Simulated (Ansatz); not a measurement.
# AlH₂NaSe (SMILES [Na][AlH][SeH]): functionals against CCSD(T) at one geometry

An exercise on one series of results from a longer session: the logs are not shown, and one member is left open.

Computed with Ansatz 0.2.0, Gaussian basis. Level: single points in def2-TZVPP.

Correlated methods freeze the cores. Filled d shells of the heavier atoms are correlated. The outer core shell of Li, Na, Mg and K is correlated.

## Where the work starts

5 atoms, charge 0, spin multiplicity 1.

Atoms are counted from 1 here; the program's logs count them from 0.

Bond lengths: Al2–Se3 2.409 Å, Al2–H4 1.560 Å, Se3–H5 1.546 Å. Angles: Se3–Al2–H4 92.6°, Al2–Se3–H5 101.4°.

Geometry (Å):

```xyz
5
charge 0, multiplicity 1
Na   -3.0743   -0.9768   -1.1668
Al   -0.5260   -0.3325    0.2697
Se    1.1075    1.0545   -0.8313
H     0.4095   -0.5863    1.4918
H     2.3250    0.9003    0.1095
```

Set-up of the first run:

Input file run/in.yaml:

```yaml
crystal:
  periodic: [false, false, false]
  atoms:
    - {symbol: Na, position_ang: [-3.074300, -0.976800, -1.166800]}
    - {symbol: Al, position_ang: [-0.526000, -0.332500, 0.269700]}
    - {symbol: Se, position_ang: [1.107500, 1.054500, -0.831300]}
    - {symbol: H, position_ang: [0.409500, -0.586300, 1.491800]}
    - {symbol: H, position_ang: [2.325000, 0.900300, 0.109500]}
basis:
  gaussian: {orbitals: def2-TZVPP}
correlation: {method: ccsd_t}
output: {forces: true}
```

No record of the launch command was kept for these runs.

Steps of the session up to this table: CCSD(T)/def2-TZVPP; PBE0-D4/def2-TZVPP; wB97M-V/def2-TZVPP; r2SCAN-D4/def2-TZVPP; PBE-D4/def2-TZVPP; BHLYP-D4/def2-TZVPP; r2SCANh-D4/def2-TZVPP.

One table of the session follows, with a row left open; its other results are not shown here.

| method | RMS force component (eV/Å) | angle to CCSD(T) forces (°) | dipole (D) |
| --- | --- | --- | --- |
| CCSD(T) | 0.553 | reference | 9.71 |
| PBE0-D4 | 0.540 | 3.2 | 9.08 |
| wB97M-V | 0.563 | 3.9 | 9.62 |
| r2SCAN-D4 | 0.528 | 2.9 | 9.24 |
| PBE-D4 | 0.467 | 12.7 | 8.38 |
| BHLYP-D4 | 0.593 | 7.5 | 9.43 |
| r2SCANh-D4 | ? | ? | ? |

Estimate the missing values for r2SCANh-D4.

As computed: RMS force component (eV/Å): 0.550; angle to CCSD(T) forces (°): 2.9; dipole (D): 9.37. In the column «RMS force component (eV/Å)» it lies between PBE0-D4 (0.540) and CCSD(T) (0.553).
